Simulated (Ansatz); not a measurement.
# CH6Ge + CH4: a complex and its separated parts

Aim: how far the complex at one end of a reaction step lies below its separated, relaxed parts, level by level.

Method: PBE0-D4/def2-TZVP structures, single points in def2-TZVPP, no counterpoise correction; program: Ansatz 0.2.0, Gaussian basis.

Levels: SPW92, PBE-D4, BLYP-D4, r2SCAN-D4, B97M-V, PBE0-D4, B3LYP-D4, r2SCAN0-D4, BHLYP-D4, CAM-B3LYP-D4, wB97X-V, wB97M-V, B2PLYP, PBE-QIDH, RPA on PBE, Hartree-Fock, MP2, CCSD, CCSD(T).

Correlated methods freeze the cores. Filled d shells of the heavier atoms are correlated. B3LYP uses VWN-RPA correlation. B2PLYP carries no dispersion term here.

94 further runs of the same task are left out: 94 set aside as unsound or not needed. Runs told in other sessions of the task aren't counted.

## 1. Where the work starts

The complex: 13 atoms, charge 0, spin multiplicity 1.

Atoms are counted from 1 here; the program's logs count them from 0.

Bond lengths: Ge1–H3 1.540 Å, Ge1–H4 1.539 Å, Ge1–C5 1.953 Å, Ge1–H7 1.539 Å, C2–H6 1.090 Å, C2–H8 1.090 Å, C2–H9 1.090 Å, C2–H10 1.090 Å, C5–H11 1.090 Å, C5–H12 1.091 Å, C5–H13 1.091 Å. Angles: H3–Ge1–H4 108.4°, H3–Ge1–C5 110.3°, H3–Ge1–H7 108.4°, H4–Ge1–C5 110.5°, H4–Ge1–H7 108.5°, C5–Ge1–H7 110.5°, H6–C2–H8 109.4°, H6–C2–H9 109.7°, H6–C2–H10 109.4°, H8–C2–H9 109.4°, H8–C2–H10 109.5°, H9–C2–H10 109.4°, Ge1–C5–H11 110.3°, Ge1–C5–H12 110.2°, Ge1–C5–H13 110.2°, H11–C5–H12 108.7°, H11–C5–H13 108.7°, H12–C5–H13 108.6°.

Coordinates:

```xyz
13
charge 0, multiplicity 1
Ge   -0.0854   -1.6758   -0.4028
C     0.6816    1.6684    1.5528
H    -0.2935   -3.0842   -0.9895
H    -0.7879   -1.6095    0.9651
C    -0.8109   -0.3250   -1.6118
H     1.2380    1.6961    0.6160
H     1.4228   -1.4550   -0.1893
H     0.9919    2.5016    2.1826
H    -0.3860    1.7476    1.3482
H     0.8834    0.7288    2.0663
H    -0.6609    0.6723   -1.1976
H    -1.8795   -0.4855   -1.7592
H    -0.3136   -0.3798   -2.5808
```

Its parts: CH6Ge holds atoms 1, 3, 4, 5, 7, 11, 12, 13; CH4 holds atoms 2, 6, 8, 9, 10. Each part counts its atoms afresh in its own runs.

## 2. Relaxing CH6Ge alone

Input file relax-a/in.yaml:

```yaml
crystal:
  periodic: [false, false, false]
  atoms:
    - {symbol: Ge, position_ang: [-0.085411, -1.675801, -0.402765]}
    - {symbol: H, position_ang: [-0.293491, -3.084175, -0.989458]}
    - {symbol: H, position_ang: [-0.787939, -1.609518, 0.965102]}
    - {symbol: C, position_ang: [-0.810919, -0.325043, -1.611758]}
    - {symbol: H, position_ang: [1.422810, -1.455036, -0.189313]}
    - {symbol: H, position_ang: [-0.660899, 0.672309, -1.197639]}
    - {symbol: H, position_ang: [-1.879531, -0.485499, -1.759242]}
    - {symbol: H, position_ang: [-0.313557, -0.379814, -2.580817]}
basis:
  gaussian: {orbitals: def2-TZVP}
hamiltonian: {xc: pbe0, dispersion: d4}
relax: {f_tol: 0.005, max_steps: 200}
```

Run with:

```
$ ansatz run in.yaml --threads 8 --pin off --events-out ev --progress --plain --max-ram 19148MiB
```

Log (excerpt; [...] marks lines left out):

```text
Functional definition: PBE0
  name "PBE0"
  cite "Adamo & Barone, J. Chem. Phys. 110, 6158 (1999) doi:10.1063/1.478522"
  cite "Perdew, Burke & Ernzerhof, Phys. Rev. Lett. 77, 3865 (1996) doi:10.1103/PhysRevLett.77.3865"
  parent pbe
[...]
845 factors; their error is unknown
[...]
mean field -57644.80038710 eV, -2118.4073411768 hartree, gradient 4.0e-5 eV, S^2 0.000000; 0 other end points of the search recorded, 0 dependent functions left out
[...]
reference -57644.80041531 eV, -2118.4073422135 hartree; 22, 22 occupied and 93, 93 virtual orbitals, 845 factors
[...]
Atom 0 at    -0.085677    -1.677493    -0.403537 Å, force     0.000247     0.000983     0.000599 eV/Å
Atom 1 at    -0.293083    -3.086198    -0.988302 Å, force     0.000024    -0.000348     0.000261 eV/Å
Atom 2 at    -0.788067    -1.608012     0.964425 Å, force     0.000041    -0.000026    -0.000188 eV/Å
Atom 3 at    -0.810778    -0.325325    -1.611526 Å, force    -0.000648    -0.003487    -0.002015 eV/Å
Atom 4 at     1.422341    -1.454169    -0.190219 Å, force    -0.000124    -0.000154    -0.000217 eV/Å
Atom 5 at    -0.661109     0.672108    -1.196865 Å, force     0.000318     0.001206     0.001168 eV/Å
Atom 6 at    -1.879444    -0.484915    -1.759379 Å, force    -0.000100     0.000810     0.000188 eV/Å
Atom 7 at    -0.313121    -0.378573    -2.580486 Å, force     0.000242     0.001015     0.000205 eV/Å
Dipole moment:    -0.056060     0.104494    -0.093396 e Å
```

Run time: 1.2 s. Hardware: 8 threads of Intel Xeon 6975P-C, shared host.

Relaxation path:

| step | energy from step 1 (eV) | largest force component (eV/Å) |
| --- | --- | --- |
| 1 | 0.0000 | 0.0234 |
| 2 | 0.0000 | 0.0082 |
| 3 | 0.0000 | 0.0035 |

Close pairs (by a distance rule), those that changed most:

| bond | before (Å) | after (Å) | change (Å) |
| --- | --- | --- | --- |
| Ge1–H2 | 1.540 | 1.539 | -0.001 |
| C4–H6 | 1.090 | 1.091 | +0.000 |
| Ge1–C4 | 1.953 | 1.953 | +0.000 |
| Ge1–H3 | 1.539 | 1.539 | +0.000 |
| Ge1–H5 | 1.539 | 1.539 | +0.000 |
| C4–H8 | 1.091 | 1.091 | -0.000 |
| C4–H7 | 1.091 | 1.091 | -0.000 |

## 3. Relaxing CH4 alone

Input file relax-b/in.yaml:

```yaml
crystal:
  periodic: [false, false, false]
  atoms:
    - {symbol: C, position_ang: [0.681581, 1.668376, 1.552767]}
    - {symbol: H, position_ang: [1.237961, 1.696141, 0.616035]}
    - {symbol: H, position_ang: [0.991947, 2.501552, 2.182573]}
    - {symbol: H, position_ang: [-0.386019, 1.747555, 1.348192]}
    - {symbol: H, position_ang: [0.883366, 0.728850, 2.066324]}
basis:
  gaussian: {orbitals: def2-TZVP}
hamiltonian: {xc: pbe0, dispersion: d4}
relax: {f_tol: 0.005, max_steps: 200}
```

Run with:

```
$ ansatz run in.yaml --threads 8 --pin off --events-out ev --progress --plain --max-ram 19148MiB
```

Log (excerpt; [...] marks lines left out):

```text
[... 5 set-up lines as earlier in the session ...]
[...]
356 factors; their error is unknown
[...]
mean field -1101.35635355 eV, -40.4740994668 hartree, gradient 4.7e-5 eV, S^2 0.000000; 0 other end points of the search recorded, 0 dependent functions left out
[...]
Atom 1 at     1.236679     1.696135     0.615685 Å, force    -0.004167    -0.000190    -0.000854 eV/Å
Atom 2 at     0.992240     2.501386     2.183279 Å, force     0.000552    -0.001217     0.001373 eV/Å
Atom 3 at    -0.385405     1.747503     1.347018 Å, force     0.002475    -0.000367    -0.003606 eV/Å
Atom 4 at     0.883608     0.728996     2.066854 Å, force     0.000611     0.000287     0.001278 eV/Å
Dipole moment:     0.000025     0.000011     0.000053 e Å
```

It took 0.25 s on 8 threads of Intel Xeon 6975P-C, shared host.

The steps of the relaxation:

| step | energy from step 1 (eV) | largest force component (eV/Å) |
| --- | --- | --- |
| 1 | 0.0000 | 0.0179 |
| 2 | 0.0000 | 0.0042 |

Close pairs (by a distance rule), those that changed most:

| bond | before (Å) | after (Å) | change (Å) |
| --- | --- | --- | --- |
| C1–H4 | 1.090 | 1.090 | -0.000 |
| C1–H2 | 1.090 | 1.090 | -0.000 |
| C1–H3 | 1.090 | 1.090 | +0.000 |
| C1–H5 | 1.090 | 1.090 | +0.000 |

## 4. SPW92/def2-TZVPP

Input file parta/in.yaml:

```yaml
crystal:
  periodic: [false, false, false]
  atoms:
    - {symbol: Ge, position_ang: [-0.085677, -1.677493, -0.403537]}
    - {symbol: H, position_ang: [-0.293083, -3.086198, -0.988302]}
    - {symbol: H, position_ang: [-0.788067, -1.608012, 0.964425]}
    - {symbol: C, position_ang: [-0.810778, -0.325325, -1.611526]}
    - {symbol: H, position_ang: [1.422341, -1.454169, -0.190219]}
    - {symbol: H, position_ang: [-0.661109, 0.672108, -1.196865]}
    - {symbol: H, position_ang: [-1.879444, -0.484915, -1.759379]}
    - {symbol: H, position_ang: [-0.313121, -0.378573, -2.580486]}
basis:
  gaussian: {orbitals: def2-TZVPP}
hamiltonian: {xc: lda}
```

Input file partb/in.yaml:

```yaml
crystal:
  periodic: [false, false, false]
  atoms:
    - {symbol: C, position_ang: [0.681713, 1.668454, 1.553056]}
    - {symbol: H, position_ang: [1.236679, 1.696135, 0.615685]}
    - {symbol: H, position_ang: [0.992240, 2.501386, 2.183279]}
    - {symbol: H, position_ang: [-0.385405, 1.747503, 1.347018]}
    - {symbol: H, position_ang: [0.883608, 0.728996, 2.066854]}
basis:
  gaussian: {orbitals: def2-TZVPP}
hamiltonian: {xc: lda}
```

The same command starts each run, in its folder.

Run with:

```
$ ansatz run in.yaml --threads 8 --pin off --events-out ev --progress --plain --max-ram 19148MiB
```

Output in parta (excerpt; [...] marks lines left out):

```text
Functional definition: SPW92
  name "SPW92"
  cite "Dirac, Proc. Camb. Phil. Soc. 26, 376 (1930) doi:10.1017/S0305004100016108"
  cite "Slater, Phys. Rev. 81, 385 (1951) doi:10.1103/PhysRev.81.385"
  cite "Perdew & Wang, Phys. Rev. B 45, 13244 (1992) doi:10.1103/PhysRevB.45.13244"
[...]
892 factors; their error is unknown
[...]
mean field -57555.87497145 eV, -2115.1393924277 hartree, gradient 2.4e-5 eV, S^2 0.000000; 0 other end points of the search recorded, 0 dependent functions left out
reference -57555.87500678 eV, -2115.1393937257 hartree; 22, 22 occupied and 141, 141 virtual orbitals, 892 factors
Total energy: -57555.87500678 eV, -2115.1393937257 hartree
```

partb printed (excerpt; [...] marks lines left out):

```text
[... 5 set-up lines as earlier in the session ...]
[...]
416 factors; their error is unknown
[...]
mean field -1091.60444985 eV, -40.1157236159 hartree, gradient 1.5e-5 eV, S^2 0.000000; 0 other end points of the search recorded, 0 dependent functions left out
reference -1091.60447584 eV, -40.1157245712 hartree; 5, 5 occupied and 82, 82 virtual orbitals, 416 factors
Total energy: -1091.60447584 eV, -40.1157245712 hartree
```

Wall times: 0.25 s (parta), 0.1 s (partb) on 8 threads of Intel Xeon 6975P-C, shared host.

## 5. PBE-D4/def2-TZVPP

The same edit goes into each in.yaml of step 4 (parta, partb):

```diff
-hamiltonian: {xc: lda}
+hamiltonian: {xc: pbe, dispersion: d4}
```

The same command starts each run, in its folder.

Run with:

```
$ ansatz run in.yaml --threads 8 --pin off --events-out ev --progress --plain --max-ram 19148MiB
```

Log of parta (excerpt; [...] marks lines left out):

```text
Functional definition: PBE
  name "PBE"
[... 2 set-up lines as earlier in the session ...]
[...]
892 factors; their error is unknown
[...]
mean field -57642.97367821 eV, -2118.3402108633 hartree, gradient 2.7e-5 eV, S^2 0.000000; 0 other end points of the search recorded, 0 dependent functions left out
reference -57642.97371628 eV, -2118.3402122624 hartree; 22, 22 occupied and 141, 141 virtual orbitals, 892 factors
Total energy: -57643.07596039 eV, -2118.3439696641 hartree
```

Log of partb (excerpt; [...] marks lines left out):

```text
[... 4 set-up lines as earlier in the session ...]
[...]
416 factors; their error is unknown
[...]
mean field -1101.08958297 eV, -40.4642958289 hartree, gradient 3.6e-5 eV, S^2 0.000000; 0 other end points of the search recorded, 0 dependent functions left out
reference -1101.08961117 eV, -40.4642968653 hartree; 5, 5 occupied and 82, 82 virtual orbitals, 416 factors
Total energy: -1101.11338188 eV, -40.4651704226 hartree
```

Times: 0.3 s (parta), 0.15 s (partb) on 8 threads of Intel Xeon 6975P-C, shared host.

## 6. BLYP-D4/def2-TZVPP

Each input of step 5 (parta, partb) changes in the same lines:

```diff
-hamiltonian: {xc: pbe, dispersion: d4}
+hamiltonian: {xc: {name: BLYP}, dispersion: d4}
```

Each run has its own folder and the same command.

Run with:

```
$ ansatz run in.yaml --threads 8 --pin off --events-out ev --progress --plain --max-ram 19148MiB
```

parta printed (excerpt; [...] marks lines left out):

```text
Functional definition: BLYP
  name "BLYP"
  cite "Becke, Phys. Rev. A 38, 3098 (1988) doi:10.1103/PhysRevA.38.3098"
  cite "Lee, Yang & Parr, Phys. Rev. B 37, 785 (1988) doi:10.1103/PhysRevB.37.785"
[...]
892 factors; their error is unknown
[...]
mean field -57654.00717516 eV, -2118.7456843976 hartree, gradient 2.4e-5 eV, S^2 0.000000; 0 other end points of the search recorded, 0 dependent functions left out
reference -57654.00750640 eV, -2118.7456965705 hartree; 22, 22 occupied and 141, 141 virtual orbitals, 892 factors
Total energy: -57654.23704045 eV, -2118.7541317911 hartree
```

partb printed (excerpt; [...] marks lines left out):

```text
[... 4 set-up lines as earlier in the session ...]
[...]
416 factors; their error is unknown
[...]
mean field -1102.10483212 eV, -40.5016055470 hartree, gradient 7.5e-5 eV, S^2 0.000000; 0 other end points of the search recorded, 0 dependent functions left out
reference -1102.10508488 eV, -40.5016148357 hartree; 5, 5 occupied and 82, 82 virtual orbitals, 416 factors
Total energy: -1102.16220152 eV, -40.5037138336 hartree
```

Wall times: 0.35 s (parta), 0.15 s (partb) on 8 threads of Intel Xeon 6975P-C, shared host.

## 7. r2SCAN-D4/def2-TZVPP

The same edit goes into each in.yaml of step 6 (parta, partb):

```diff
-hamiltonian: {xc: {name: BLYP}, dispersion: d4}
+hamiltonian: {xc: r2scan, dispersion: d4}
```

One command serves all of them, each in its own folder.

Run with:

```
$ ansatz run in.yaml --threads 8 --pin off --events-out ev --progress --plain --max-ram 19148MiB
```

Output in parta (excerpt; [...] marks lines left out):

```text
Functional definition: r2SCAN
  name "r2SCAN"
  cite "Furness, Kaplan, Ning, Perdew & Sun, J. Phys. Chem. Lett. 11, 8208 (2020) doi:10.1021/acs.jpclett.0c02405"
  cite "Furness, Kaplan, Ning, Perdew & Sun, J. Phys. Chem. Lett. 11, 9248 (2020) doi:10.1021/acs.jpclett.0c03077"
  parent r2scan
[...]
892 factors; their error is unknown
[...]
mean field -57652.44510541 eV, -2118.6882793931 hartree, gradient 5.3e-5 eV, S^2 0.000000; 0 other end points of the search recorded, 0 dependent functions left out
reference -57652.44511631 eV, -2118.6882797937 hartree; 22, 22 occupied and 141, 141 virtual orbitals, 892 factors
Total energy: -57652.46898818 eV, -2118.6891570686 hartree
```

Output in partb (excerpt; [...] marks lines left out):

```text
[... 5 set-up lines as earlier in the session ...]
[...]
416 factors; their error is unknown
[...]
mean field -1102.08487884 eV, -40.5008722773 hartree, gradient 5.4e-6 eV, S^2 0.000000; 0 other end points of the search recorded, 0 dependent functions left out
reference -1102.08488694 eV, -40.5008725751 hartree; 5, 5 occupied and 82, 82 virtual orbitals, 416 factors
Total energy: -1102.09053702 eV, -40.5010802116 hartree
```

They took 0.5 s (parta), 0.25 s (partb) on 8 threads of Intel Xeon 6975P-C, shared host.

## 8. B97M-V/def2-TZVPP

The same edit goes into each in.yaml of step 7 (parta, partb):

```diff
-hamiltonian: {xc: r2scan, dispersion: d4}
+hamiltonian: {xc: {name: B97M-V}}
```

Each run has its own folder and the same command.

Run with:

```
$ ansatz run in.yaml --threads 8 --pin off --events-out ev --progress --plain --max-ram 19148MiB
```

parta printed (excerpt; [...] marks lines left out):

```text
Functional definition: B97M-V
  name "B97M-V"
  cite "Mardirossian & Head-Gordon, J. Chem. Phys. 142, 074111 (2015) doi:10.1063/1.4907719"
  cite "Becke, J. Chem. Phys. 107, 8554 (1997) doi:10.1063/1.475007"
  cite "Vydrov & Van Voorhis, J. Chem. Phys. 133, 244103 (2010) doi:10.1063/1.3521275"
  # Of w^i u^j: cxij and so on, Table III.
[...]
  gx(w, u) = cx00 + cx01*u + cx02*u^2 + (cx10 + cx11*u)*w
[...]
  gos(w, u) = cos00 + cos01*u + cos03*u^3 + cos10*w + cos32*w^3*u^2
[...]
      + integral(e_c_pw_mod_opposite_spin*gos(b97_w_opposite, b97_u_opposite)) + vv10(b, c)
892 factors; their error is unknown
[...]
mean field -57643.03263470 eV, -2118.3423774744 hartree, gradient 6.6e-5 eV, S^2 0.000000; 0 other end points of the search recorded, 0 dependent functions left out
reference -57643.03268868 eV, -2118.3423794582 hartree; 22, 22 occupied and 141, 141 virtual orbitals, 892 factors
Total energy: -57643.03268868 eV, -2118.3423794582 hartree
```

partb printed (excerpt; [...] marks lines left out):

```text
[... 5 set-up lines as earlier in the session ...]
  # Of w^i u^j: cxij and so on, Table III.
[...]
  gx(w, u) = cx00 + cx01*u + cx02*u^2 + (cx10 + cx11*u)*w
[...]
  gos(w, u) = cos00 + cos01*u + cos03*u^3 + cos10*w + cos32*w^3*u^2
[...]
      + integral(e_c_pw_mod_opposite_spin*gos(b97_w_opposite, b97_u_opposite)) + vv10(b, c)
416 factors; their error is unknown
[...]
mean field -1102.89597837 eV, -40.5306796355 hartree, gradient 2.8e-5 eV, S^2 0.000000; 0 other end points of the search recorded, 0 dependent functions left out
reference -1102.89601827 eV, -40.5306811018 hartree; 5, 5 occupied and 82, 82 virtual orbitals, 416 factors
Total energy: -1102.89601827 eV, -40.5306811018 hartree
```

They took 0.9 s (parta), 0.25 s (partb) on 8 threads of Intel Xeon 6975P-C, shared host.

## 9. PBE0-D4/def2-TZVPP

Each input of step 8 (parta, partb) changes in the same lines:

```diff
-hamiltonian: {xc: {name: B97M-V}}
+hamiltonian: {xc: pbe0, dispersion: d4}
+output: {orbitals: {seedname: orbitals}}
```

One command serves all of them, each in its own folder.

Run with:

```
$ ansatz run in.yaml --threads 8 --pin off --events-out ev --progress --plain --max-ram 19148MiB
```

Output in parta (excerpt; [...] marks lines left out):

```text
[... 5 set-up lines as earlier in the session ...]
[...]
935 factors; their error is unknown
[...]
mean field -57644.84775935 eV, -2118.4090820750 hartree, gradient 2.8e-5 eV, S^2 0.000000; 0 other end points of the search recorded, 0 dependent functions left out
reference -57644.84778789 eV, -2118.4090831238 hartree; 22, 22 occupied and 141, 141 virtual orbitals, 935 factors
Total energy: -57644.93275994 eV, -2118.4122057889 hartree
```

Output in partb (excerpt; [...] marks lines left out):

```text
[... 5 set-up lines as earlier in the session ...]
[...]
416 factors; their error is unknown
[...]
mean field -1101.39210217 eV, -40.4754132043 hartree, gradient 3.2e-5 eV, S^2 0.000000; 0 other end points of the search recorded, 0 dependent functions left out
reference -1101.39212289 eV, -40.4754139659 hartree; 5, 5 occupied and 82, 82 virtual orbitals, 416 factors
Total energy: -1101.41121312 eV, -40.4761155190 hartree
```

They took 0.4 s (parta), 0.1 s (partb) on 8 threads of Intel Xeon 6975P-C, shared host.

## 10. B3LYP-D4/def2-TZVPP

Each input of step 9 (parta, partb) changes in the same lines:

```diff
-hamiltonian: {xc: pbe0, dispersion: d4}
-output: {orbitals: {seedname: orbitals}}
+hamiltonian: {xc: {name: B3LYP}, dispersion: d4}
```

One command serves all of them, each in its own folder.

Run with:

```
$ ansatz run in.yaml --threads 8 --pin off --events-out ev --progress --plain --max-ram 19148MiB
```

Output in parta (excerpt; [...] marks lines left out):

```text
Functional definition: B3LYP
  name "B3LYP"
  cite "Stephens, Devlin, Chabalowski & Frisch, J. Phys. Chem. 98, 11623 (1994) doi:10.1021/j100096a001"
[... 2 set-up lines as earlier in the session ...]
  cite "Vosko, Wilk & Nusair, Can. J. Phys. 58, 1200 (1980) doi:10.1139/p80-159"
[...]
923 factors; their error is unknown
[...]
mean field -57655.02070705 eV, -2118.7829310073 hartree, gradient 2.2e-5 eV, S^2 0.000000; 0 other end points of the search recorded, 0 dependent functions left out
reference -57655.02095408 eV, -2118.7829400858 hartree; 22, 22 occupied and 141, 141 virtual orbitals, 923 factors
Total energy: -57655.18637594 eV, -2118.7890192270 hartree
```

Log of partb (excerpt; [...] marks lines left out):

```text
[... 6 set-up lines as earlier in the session ...]
[...]
416 factors; their error is unknown
[...]
mean field -1103.12534052 eV, -40.5391085388 hartree, gradient 3.5e-5 eV, S^2 0.000000; 0 other end points of the search recorded, 0 dependent functions left out
reference -1103.12552625 eV, -40.5391153643 hartree; 5, 5 occupied and 82, 82 virtual orbitals, 416 factors
Total energy: -1103.16333797 eV, -40.5405049195 hartree
```

They took 0.4 s (parta), 0.15 s (partb) on 8 threads of Intel Xeon 6975P-C, shared host.

## 11. r2SCAN0-D4/def2-TZVPP

Each input of step 10 (parta, partb) changes in the same lines:

```diff
-hamiltonian: {xc: {name: B3LYP}, dispersion: d4}
+hamiltonian: {xc: {name: r2SCAN0}, dispersion: d4}
```

Each run has its own folder and the same command.

Run with:

```
$ ansatz run in.yaml --threads 8 --pin off --events-out ev --progress --plain --max-ram 19148MiB
```

Log of parta (excerpt; [...] marks lines left out):

```text
Functional definition: r2SCAN0
  name "r2SCAN0"
  cite "Bursch, Neugebauer, Ehlert & Grimme, J. Chem. Phys. 156, 134105 (2022) doi:10.1063/5.0086040"
[... 3 set-up lines as earlier in the session ...]
[...]
935 factors; their error is unknown
[...]
mean field -57651.88174499 eV, -2118.6675762793 hartree, gradient 3.3e-5 eV, S^2 0.000000; 0 other end points of the search recorded, 0 dependent functions left out
reference -57651.88175365 eV, -2118.6675765978 hartree; 22, 22 occupied and 141, 141 virtual orbitals, 935 factors
Total energy: -57651.90965313 eV, -2118.6686018845 hartree
```

Output in partb (excerpt; [...] marks lines left out):

```text
[... 6 set-up lines as earlier in the session ...]
[...]
416 factors; their error is unknown
[...]
mean field -1102.01583147 eV, -40.4983348335 hartree, gradient 3.6e-5 eV, S^2 0.000000; 0 other end points of the search recorded, 0 dependent functions left out
reference -1102.01583791 eV, -40.4983350699 hartree; 5, 5 occupied and 82, 82 virtual orbitals, 416 factors
Total energy: -1102.02211284 eV, -40.4985656695 hartree
```

Times: 0.6 s (parta), 0.25 s (partb) on 8 threads of Intel Xeon 6975P-C, shared host.

## 12. BHLYP-D4/def2-TZVPP

Each input of step 11 (parta, partb) changes in the same lines:

```diff
-hamiltonian: {xc: {name: r2SCAN0}, dispersion: d4}
+hamiltonian: {xc: {name: BHLYP}, dispersion: d4}
```

One command serves all of them, each in its own folder.

Run with:

```
$ ansatz run in.yaml --threads 8 --pin off --events-out ev --progress --plain --max-ram 19148MiB
```

Log of parta (excerpt; [...] marks lines left out):

```text
Functional definition: BHLYP
  name "BHLYP"
  cite "Becke, J. Chem. Phys. 98, 1372 (1993) doi:10.1063/1.464304"
[... 2 set-up lines as earlier in the session ...]
[...]
1035 factors; their error is unknown
[...]
mean field -57652.16285950 eV, -2118.6779070471 hartree, gradient 7.3e-5 eV, S^2 0.000000; 0 other end points of the search recorded, 0 dependent functions left out
reference -57652.16302700 eV, -2118.6779132025 hartree; 22, 22 occupied and 141, 141 virtual orbitals, 1035 factors
Total energy: -57652.28637888 eV, -2118.6824463005 hartree
```

Output in partb (excerpt; [...] marks lines left out):

```text
[... 5 set-up lines as earlier in the session ...]
[...]
457 factors; their error is unknown
[...]
mean field -1102.12972272 eV, -40.5025202597 hartree, gradient 7.9e-5 eV, S^2 0.000000; 0 other end points of the search recorded, 0 dependent functions left out
reference -1102.12984749 eV, -40.5025248449 hartree; 5, 5 occupied and 82, 82 virtual orbitals, 457 factors
Total energy: -1102.15260827 eV, -40.5033612882 hartree
```

Wall times: 0.4 s (parta), 0.1 s (partb) on 8 threads of Intel Xeon 6975P-C, shared host.

(Part 1 of 2 ends here.)
